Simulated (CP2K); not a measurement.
Runs of CP2K 2026.2 on CS2. It takes space group Cmce (No. 64, orthorhombic). The conventional cell has a = 7.292 Å, b = 5.989 Å, c = 9.851 Å, α = 90.00°, β = 90.00°, γ = 90.00°. S (site symmetry m) has 1 C at 1.56 Å as nearest neighbours. Around C (site symmetry 2/m) lie 2 S at 1.56 Å. The cell comes from a database or a generator and needn't be the stable form of this composition.

| level | potentials or basis | smearing | EPS_DEFAULT | NGRIDS | points a segment of the path (NPOINTS) | bands added on the path | CUTOFF of the grids | gap on the mesh (eV) | pressure (GPa) | largest force (eV/Å) |
| --- | --- | --- | --- | --- | --- | --- | --- | --- | --- | --- |
| LDA | GTH_POTENTIALS S GTH-PADE-q6, C GTH-PADE-q4; TZVP-MOLOPT-PBE-GTH basis | fermi-dirac 0.0259 eV | 1.0E-9 | 4 | 8 | 4 | 450 Ry | 3.38 | -0.8 | (d) |
| PBE | POTENTIAL_UZH S GTH-PBE-q6, C GTH-PBE-q4; TZVP-MOLOPT-PBE-GTH basis | fermi-dirac 0.1 eV | 1.0E-10 | 5 | 8 | 4 | 450 Ry | 3.44 | 0.8 | (c) |
| r2SCAN | POTENTIAL_UZH S GTH-SCAN-q6, C GTH-SCAN-q4; TZVP-MOLOPT-SCAN-GTH basis | fermi-dirac 0.1 eV | 1.0E-9 | 4 | 10 | 6 | 675 Ry | 3.82 | (b) | 0.04 |
| TB-mBJ | POTENTIAL_UZH S GTH-PBE-q6, C GTH-PBE-q4; TZVP-MOLOPT-PBE-GTH basis | fermi-dirac 0.0259 eV | 1.0E-10 | 5 | 6 | 6 | 675 Ry | 3.74 | - | - |
| PBEsol | POTENTIAL_UZH S GTH-PBE-q6, C GTH-PBE-q4; TZVP-MOLOPT-PBE-GTH basis | fermi-dirac 0.05 eV | 1.0E-9 | 4 | 6 | 6 | 450 Ry | 3.43 | (a) | 0.59 |

Alike in all rows: task band structure; no spin polarisation; cell as given; k mesh 6 × 6 × 3.

Task: Estimate the missing entries.

Result: (a) 0.7; (b) -0.4; (c) 0.53; (d) 0.02.

Caveats: the basis of atomic orbitals isn't converged, which shifts pressures, moduli and gaps; the potentials were made for another functional, which shifts forces and pressure (some runs); this is a model potential without an energy functional, so only levels have meaning (some runs).

